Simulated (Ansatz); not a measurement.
**Molecular dynamics of Ba6Ti6BCl3O18**

Input file:

```yaml
crystal:
  lattice:
    - [5.77348, 0.0, 0.0]
    - [0.0, 8.164934, 0.0]
    - [0.0, 0.0, 21.21685]
  atoms:
    - { symbol: Ba, position: [0.0, 0.0, 0.0471323] }
    - { symbol: Ti, position: [0.5, 0.25, 0.0471323] }
    - { symbol: O, position: [0.0, 0.25, 0.0471323] }
    - { symbol: O, position: [0.25, 0.0, 0.1151618] }
    - { symbol: O, position: [0.75, 0.0, 0.1151618] }
    - { symbol: Ba, position: [0.5, 0.0, 0.1831912] }
    - { symbol: Ti, position: [0.0, 0.25, 0.1831912] }
    - { symbol: O, position: [0.5, 0.25, 0.1831912] }
    - { symbol: O, position: [0.75, 0.0, 0.2512206] }
    - { symbol: O, position: [0.25, 0.0, 0.2512206] }
    - { symbol: Ba, position: [0.0, 0.0, 0.31925] }
    - { symbol: Ti, position: [0.5, 0.25, 0.31925] }
    - { symbol: O, position: [0.0, 0.25, 0.31925] }
    - { symbol: O, position: [0.25, 0.0, 0.3872795] }
    - { symbol: O, position: [0.75, 0.0, 0.3872795] }
    - { symbol: Ba, position: [0.0, 0.5, 0.0471323] }
    - { symbol: Ti, position: [0.5, 0.75, 0.0471323] }
    - { symbol: O, position: [0.0, 0.75, 0.0471323] }
    - { symbol: O, position: [0.25, 0.5, 0.1151618] }
    - { symbol: O, position: [0.75, 0.5, 0.1151618] }
    - { symbol: Ba, position: [0.5, 0.5, 0.1831912] }
    - { symbol: Ti, position: [0.0, 0.75, 0.1831912] }
    - { symbol: O, position: [0.5, 0.75, 0.1831912] }
    - { symbol: O, position: [0.75, 0.5, 0.2512206] }
    - { symbol: O, position: [0.25, 0.5, 0.2512206] }
    - { symbol: Ba, position: [0.0, 0.5, 0.31925] }
    - { symbol: Ti, position: [0.5, 0.75, 0.31925] }
    - { symbol: O, position: [0.0, 0.75, 0.31925] }
    - { symbol: O, position: [0.25, 0.5, 0.3872795] }
    - { symbol: O, position: [0.75, 0.5, 0.3872795] }
    - { symbol: B, position: [0.5265817, 0.4920046, 0.6301494] }
    - { symbol: Cl, position: [0.6674915, 0.3036258, 0.642451] }
    - { symbol: Cl, position: [0.6868359, 0.6724808, 0.642451] }
    - { symbol: Cl, position: [0.2254176, 0.4999072, 0.642451] }
basis:
  ecutwfc: 420.0
kpoints:
  mp_grid: { grid: [2, 1, 1] }
hamiltonian:
  xc: pbesol
  pseudopotentials: { kind: paw, azcp: { folder: soft_1 } }
scf:
  occupations: { method: fermi_dirac, width: 0.02 }
  lower_state_search: "off"
md:
  timestep: 1
  n_steps: 160
  ensemble: nve
  initial_velocities: zero
  seed: 647486
  initial_site_velocities:
    - { site: 30, velocity: [0.026087, 0.0, -0.031089] }
    - { site: 31, velocity: [0.026087, 0.0, -0.031089] }
    - { site: 32, velocity: [0.026087, 0.0, -0.031089] }
    - { site: 33, velocity: [0.026087, 0.0, -0.031089] }
  constraints: [{ sites: [0, 1, 2, 3, 4, 15, 16, 17, 18, 19] }]
```

Launched with:

```bash
$ ansatz run input.yaml --threads 2 --pin off --max-ram 5120MiB --backend cpu --events-out ev --progress --plain --runs-dir out
```

It starts from an unrelaxed structure (largest force component 7.84 eV/Å).

Output, in part (step lines):

```
md step     0: t =     0.00 fs  T =  3223.5 K  F+E_penalty+E_count = -63400.00673525 eV  E_kin = 9.999927 eV  conserved = -63390.00680825 eV  (35 SCF iters)
md step     1: t =     1.00 fs  T =  3228.4 K  F+E_penalty+E_count = -63400.02217980 eV  E_kin = 10.015358 eV  conserved = -63390.00682139 eV  (11 SCF iters)
md step     2: t =     2.00 fs  T =  3243.2 K  F+E_penalty+E_count = -63400.06805812 eV  E_kin = 10.061197 eV  conserved = -63390.00686090 eV  (12 SCF iters)
md step     3: t =     3.00 fs  T =  3267.6 K  F+E_penalty+E_count = -63400.14372391 eV  E_kin = 10.136798 eV  conserved = -63390.00692591 eV  (14 SCF iters)
md step     4: t =     4.00 fs  T =  3301.2 K  F+E_penalty+E_count = -63400.24813359 eV  E_kin = 10.241120 eV  conserved = -63390.00701328 eV  (14 SCF iters)
md step     5: t =     5.00 fs  T =  3343.6 K  F+E_penalty+E_count = -63400.37989678 eV  E_kin = 10.372779 eV  conserved = -63390.00711823 eV  (7 SCF iters)
md step     6: t =     6.00 fs  T =  3394.4 K  F+E_penalty+E_count = -63400.53734284 eV  E_kin = 10.530107 eV  conserved = -63390.00723555 eV  (7 SCF iters)
md step     7: t =     7.00 fs  T =  3452.7 K  F+E_penalty+E_count = -63400.71859697 eV  E_kin = 10.711236 eV  conserved = -63390.00736054 eV  (8 SCF iters)
[... lines left out ...]
```

The steps, from the saved trajectory:

```csv
time (fs),T (K),potential energy less start (eV),conserved less start (meV/atom)
0,3223,0.000,0.00
5,3344,-0.373,-0.01
10,3667,-1.378,-0.03
15,4120,-2.781,-0.04
20,4647,-4.419,-0.04
25,5268,-6.344,-0.02
30,6094,-8.901,0.10
35,7368,-12.875,-0.54
40,6727,-10.870,-0.01
45,8689,-17.041,-2.46
50,7752,-14.060,-0.33
55,7110,-12.063,-0.12
60,7888,-14.468,0.09
65,7676,-13.784,0.88
70,9159,-18.401,0.33
75,9221,-18.653,-1.39
80,8964,-17.971,-4.75
85,8969,-17.895,-2.08
90,8916,-17.617,1.27
95,7858,-14.367,0.30
100,6674,-10.675,0.88
105,7429,-13.032,0.43
110,8553,-16.564,-0.91
115,8108,-15.115,1.11
120,9056,-18.235,-4.10
125,9070,-18.218,-2.39
130,10044,-21.152,0.16
135,9435,-19.274,-0.12
140,8908,-17.639,-0.14
145,8488,-16.325,0.15
150,9109,-18.263,-0.11
155,10099,-21.338,-0.25
160,10948,-23.975,-0.33
```

The run went to its last step. The conserved energy wandered by up to 5.6 meV per atom (net -0.3 meV per atom), which is poor conservation. The start is strongly strained: it lies 0.7 eV per atom above the lowest frames. A run of 0.16 ps of so small a system gives no equilibrium averages. Limits of this set-up: coarse k mesh, slab without dipole correction, no dispersion correction for a molecule that may bind weakly, PAW files made for another functional.

Mean squared displacements from the first frame to the last: Ba 1.57 Å², Ti 0.41 Å², O 0.87 Å², B 16.60 Å², Cl 29.51 Å².

Last frame:

```xyz
34
Lattice="5.7735 0.0000 0.0000 0.0000 8.1649 0.0000 0.0000 0.0000 21.2169" Properties=species:S:1:pos:R:3
Ba 0.000 0.000 1.000
Ti 2.887 2.041 1.000
O 0.000 2.041 1.000
O 1.443 0.000 2.443
O 4.330 0.000 2.443
Ba 2.884 0.001 4.874
Ti 0.093 2.010 4.641
O 2.784 2.030 4.065
O 4.572 -0.050 6.048
O 0.602 0.093 4.823
Ba 0.087 -0.022 9.199
Ti 3.198 1.978 7.640
O -0.185 1.786 6.426
O 1.655 -1.246 6.855
O 3.702 0.899 8.764
Ba 0.000 4.082 1.000
Ti 2.887 6.124 1.000
O 0.000 6.124 1.000
O 1.443 4.082 2.443
O 4.330 4.082 2.443
Ba 2.934 4.065 4.829
Ti 0.068 6.151 4.632
O 2.778 6.143 4.061
O 4.342 4.257 6.400
O 0.398 3.941 4.377
Ba 0.154 4.099 8.054
Ti 2.794 6.251 7.451
O -0.662 6.414 6.555
O 1.385 5.046 6.426
O 3.767 3.267 8.290
B 6.896 3.992 12.055
Cl 8.198 2.154 9.681
Cl 8.488 5.916 9.654
Cl 4.842 4.031 11.401
```

The run took 55 min on 2 threads of Arm Neoverse V1, with other jobs on the host, peak memory 2.1 GiB.
